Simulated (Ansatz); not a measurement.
# Ta2Tl: the cost of one run

Computed with Ansatz 0.2.0 (DFT PBE, scalar-relativistic, plane waves, PAW, unless a step's input says otherwise).

**1. The structure to begin with**

Symmetry: Fd-3m, No. 227, cubic system. The conventional cell has a = 7.958 Å, b = 7.958 Å, c = 7.958 Å, α = 90.00°, β = 90.00°, γ = 90.00°. Ta (site symmetry -3m) has 6 Ta at 2.81 Å as nearest neighbours. Tl (site symmetry -43m) has 12 Ta at 3.30 Å and 4 Tl at 3.45 Å as nearest neighbours.

Coordinates:

```cif
data_structure
_symmetry_space_group_name_H-M 'P 1'
_symmetry_Int_Tables_number 1
_cell_length_a 5.6270
_cell_length_b 5.6270
_cell_length_c 5.6270
_cell_angle_alpha 60.000
_cell_angle_beta 60.000
_cell_angle_gamma 60.000
_cell_volume 125.98
loop_
_atom_site_label
_atom_site_type_symbol
_atom_site_fract_x
_atom_site_fract_y
_atom_site_fract_z
_atom_site_occupancy
Ta1 Ta 0.62500 0.62500 0.62500 1
Ta2 Ta 0.12500 0.62500 0.62500 1
Ta3 Ta 0.62500 0.62500 0.12500 1
Ta4 Ta 0.62500 0.12500 0.62500 1
Tl1 Tl 0.00000 0.00000 0.00000 1
Tl2 Tl 0.25000 0.25000 0.25000 1
```

(A quick probe on a coarse mesh, which set the mesh and smearing, is not shown.)

**3. Relaxing cell and atoms**

File input.yaml:

```yaml
crystal:
  lattice:
    - [0.0, 3.9788591491, 3.9788591491]
    - [3.9788591491, 0.0, 3.9788591491]
    - [3.9788591491, 3.9788591491, 0.0]
  atoms:
    - { symbol: Ta, position: [0.625, 0.625, 0.625] }
    - { symbol: Ta, position: [0.125, 0.625, 0.625] }
    - { symbol: Ta, position: [0.625, 0.625, 0.125] }
    - { symbol: Ta, position: [0.625, 0.125, 0.625] }
    - { symbol: Tl, position: [0.0, 0.0, 0.0] }
    - { symbol: Tl, position: [0.25, 0.25, 0.25] }
basis:
  ecutwfc: 420
kpoints:
  mp_grid: { grid: [8, 8, 8] }
hamiltonian:
  xc: pbe
scf:
  occupations: { method: gaussian, width: 0.1 }
output:
  forces: true
  stress: true
  eigenvalues: true
relax:
  adjacent_minimum: "off"
  f_tol: 0.01
  max_steps: 80
  cell: { stress_tol: 0.05 }
```

The run is started by

```bash
> ansatz run input.yaml --threads 1 --pin off --max-ram 2560MiB --backend cpu --events-out ev --progress --plain --runs-dir out
```

**Question.** How long does this run take on 1 thread of Intel Xeon Platinum 8375C at 2.90GHz (Ice Lake), shared host, and how much memory does it need?

About 37 s, with a peak of 0.52 GiB.
